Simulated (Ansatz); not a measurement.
**C2H6BInO: up Jacob's ladder to CCSD(T)**

How much do the methods differ for C2H6BInO? The plan is to run it at one geometry with functionals of several rungs and with coupled cluster. The yardstick is the atomisation energy at the CCSD(T) limit.

Method: functionals in def2-TZVPP, the program's frozen cores in correlated methods; program: Ansatz 0.2.0, Gaussian basis.

Plan: LDA (SPW92), PBE-D4, revPBE-D4, BLYP-D4, r2SCAN-D4, B97M-V, PBE0-D4, B3LYP-D4, r2SCANh-D4, r2SCAN0-D4, HSE06-D4, BHLYP-D4, CAM-B3LYP-D4, LC-ωPBE, ωB97X-V, ωB97M-V, B2PLYP, PBE-QIDH; CCSD(T)/def2-SVP; CCSD(T)/def2-TZVPP; MP2/def2-QZVPP; extrapolation to the limit; RPA on PBE.

### Step 1. Structure used throughout

An earlier PBE0-D4 in a triple-zeta def2 set relaxation fixed the geometry. In takes the def2 core potential; no spin-orbit term is included.

SMILES `BC(=C)[O][InH2]`, 11 atoms, charge 0, spin multiplicity 1.

Atoms are counted from 1 here; the program's logs count them from 0.

Bond lengths: B1–C2 1.547 Å, B1–H6 1.196 Å, B1–H7 1.196 Å, C2–C3 1.350 Å, C2–O4 1.346 Å, C3–H8 1.081 Å, C3–H9 1.089 Å, O4–In5 2.010 Å, In5–H10 1.701 Å, In5–H11 1.705 Å. Angles: C2–B1–H6 118.9°, C2–B1–H7 120.9°, H6–B1–H7 120.2°, B1–C2–C3 118.0°, B1–C2–O4 118.6°, C3–C2–O4 123.3°, C2–C3–H8 120.0°, C2–C3–H9 122.6°, H8–C3–H9 117.4°, C2–O4–In5 125.5°, O4–In5–H10 109.1°, O4–In5–H11 112.7°, H10–In5–H11 138.2°.

### Step 2. LDA

This LDA is Slater exchange with PW92 correlation.

Input file in.yaml:

```yaml
crystal:
  periodic: [false, false, false]
  atoms:
    - {symbol: B, position_ang: [-1.571965, -0.649944, 1.140504]}
    - {symbol: C, position_ang: [-0.316939, -0.407111, 0.269835]}
    - {symbol: C, position_ang: [0.881503, -0.779170, 0.768408]}
    - {symbol: O, position_ang: [-0.478895, 0.085370, -0.972319]}
    - {symbol: In, position_ang: [0.720637, 1.431493, -1.860399]}
    - {symbol: H, position_ang: [-1.430394, -1.038575, 2.262780]}
    - {symbol: H, position_ang: [-2.668676, -0.464026, 0.702269]}
    - {symbol: H, position_ang: [0.951731, -1.165199, 1.775920]}
    - {symbol: H, position_ang: [1.801164, -0.723007, 0.188262]}
    - {symbol: H, position_ang: [0.315641, 1.534547, -3.508823]}
    - {symbol: H, position_ang: [1.796193, 2.175622, -0.766437]}
basis:
  gaussian: {orbitals: def2-TZVPP}
hamiltonian: {xc: lda}
output: {orbitals: {seedname: orbitals}}
```

Run with:

```
$ ansatz run in.yaml --threads 4 --pin off --events-out ev --progress --plain --max-ram 10444MiB
```

The runs that follow: PBE-D4 (GGA); revPBE-D4 (GGA); BLYP-D4 (GGA); r2SCAN-D4 (meta-GGA); B97M-V (meta-GGA); PBE0-D4 (hybrid); B3LYP-D4 (hybrid); r2SCANh-D4 (hybrid); r2SCAN0-D4 (hybrid); HSE06-D4 (hybrid); BHLYP-D4 (hybrid); CAM-B3LYP-D4 (range-separated); LC-ωPBE (range-separated); ωB97X-V (range-separated); ωB97M-V (range-separated); B2PLYP (double hybrid); PBE-QIDH (double hybrid); CCSD(T) in def2-SVP; CCSD(T) in def2-TZVPP; MP2 in def2-QZVPP; RPA on PBE orbitals.

Before running them: what should the planned runs give, taken together? Wanted: atomisation energy, CCSD(T)/CBS; farthest beyond LDA; mean size of error, GGA; mean size of error, meta-GGA; mean size of error, hybrid; mean size of error, range-separated; mean size of error, double hybrid; gap, smallest and largest; T1 diagnostic.

As calculated:

```
                               quantity                                                                                                                              value
        atomisation energy, CCSD(T)/CBS                                                                                                                          39.680 eV
    functionals within 0.397 eV (1.0 %)  revPBE-D4, BLYP-D4, r2SCAN-D4, B97M-V, PBE0-D4, B3LYP-D4, r2SCANh-D4, HSE06-D4, CAM-B3LYP-D4, LC-ωPBE, ωB97X-V, ωB97M-V, PBE-QIDH
                    farthest beyond LDA                                                                                                               BHLYP-D4 (-1.156 eV)
                mean size of error, GGA                                                                                                                           0.352 eV
           mean size of error, meta-GGA                                                                                                                           0.311 eV
             mean size of error, hybrid                                                                                                                           0.303 eV
    mean size of error, range-separated                                                                                                                           0.145 eV
      mean size of error, double hybrid                                                                                                                           0.325 eV
              gap, smallest and largest                                                                                           2.95 eV (LDA (SPW92)), 9.33 eV (LC-ωPBE)
                          T1 diagnostic                                                                                                                             0.0167
triples share of the correlation energy                                                                                                                              3.9 %
```

**Reading.** LDA overbinds by 6.033 eV (15 %). PBE-D4 is off by +0.870 eV. Double hybrids carry the basis error of their MP2 part in triple zeta, and no dispersion term here, so their miss is partly the set-up's. The rungs range-separated, hybrid, meta-GGA, double hybrid, GGA miss on average by less than the doubt on the reference (0.397 eV), so they tie. The reference freezes the cores and leaves out spin-orbit coupling and excitations past (T), and its outer-core shells are covered unevenly, so misses under about 0.397 eV can't be ranked. All levels share the lack of spin-orbit coupling, which lowers the free heavy atoms and so the true binding. Hartree-Fock recovers 73 % of the binding; the rest is correlation. CCSD(T) in def2-SVP is off by -1.957 eV, more than most functionals: a good method in a small basis is no reference. The gap grows from 2.9 to 9.3 eV across the functionals, mostly with the share of exact exchange. The restricted reference is unstable towards a spin-broken one. Correlated methods include outer-core shells of In, which these sets cover unevenly.
